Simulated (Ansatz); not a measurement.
Crystal: CsLiCr2Te2S3.

```
CELL_PARAMETERS angstrom
3.31929 1.91639 6.87982
-3.31929 1.91639 6.87982
0.00000 -3.83279 6.87982
ATOMIC_POSITIONS crystal
Cs 0.00000 0.00000 0.00000
Li 0.50000 0.50000 0.50000
Cr 0.79848 0.79848 0.79848
Cr 0.20152 0.20152 0.20152
Te 0.67990 0.67990 0.67990
Te 0.32010 0.32010 0.32010
S 0.13626 0.86374 0.50000
S 0.50000 0.13626 0.86374
S 0.86374 0.50000 0.13626
```

The cell was built by a generator and needn't be a form met in nature.

Base run:

- Program: Ansatz 0.2.0
- Functional: PBEsol
- Potentials or basis: Ansatz PAW
- Cutoff: 420 eV (not typed: the program's choice for these potentials)
- k mesh: 5 × 5 × 5
- Occupations: fermi-dirac, width 0.05 eV
- Spin: collinear spin, ferromagnetic start
- Starting moments: [0.0, 0.0, 3.0, 3.0, 0.0, 0.0, 0.0, 0.0, 0.0] μB

Its results: band gap on the k mesh none (metal or under the smearing width); pressure -2.1 GPa; net moment 4.00 μB per cell; site moments Cs -0.01; Li +0.01; Cr +2.05; Te -0.14; S -0.06 μB; largest force 0.241 eV/Å.

**Question.** The run is repeated on the same cell with these changes: functional from PBEsol to HSE03; k mesh from 5 × 5 × 5 to 2 × 2 × 2. What comes out?

**Answer.** Band gap on the k mesh none (metal or under the smearing width); pressure 0.8 GPa; net moment 4.00 μB per cell; site moments Cs -0.02; Li +0.00; Cr +2.62; Te -0.31; S -0.14 μB; largest force 0.316 eV/Å.

Several settings changed at once, so the effect can't be laid on one alone.

Caveats: some runs use coarse meshes; only a ferromagnetic start was run, and an antiferromagnetic order may lie lower in energy; the PAW data sets come from PBE, with cores solved anew for the run's functional, which leaves a small shift of forces and pressure; spin-orbit coupling is left out, which moves the levels of the heavy elements (some runs); the magnetic or orbital state may not be the lowest (some runs); the thresholds are loose for stress (some runs).
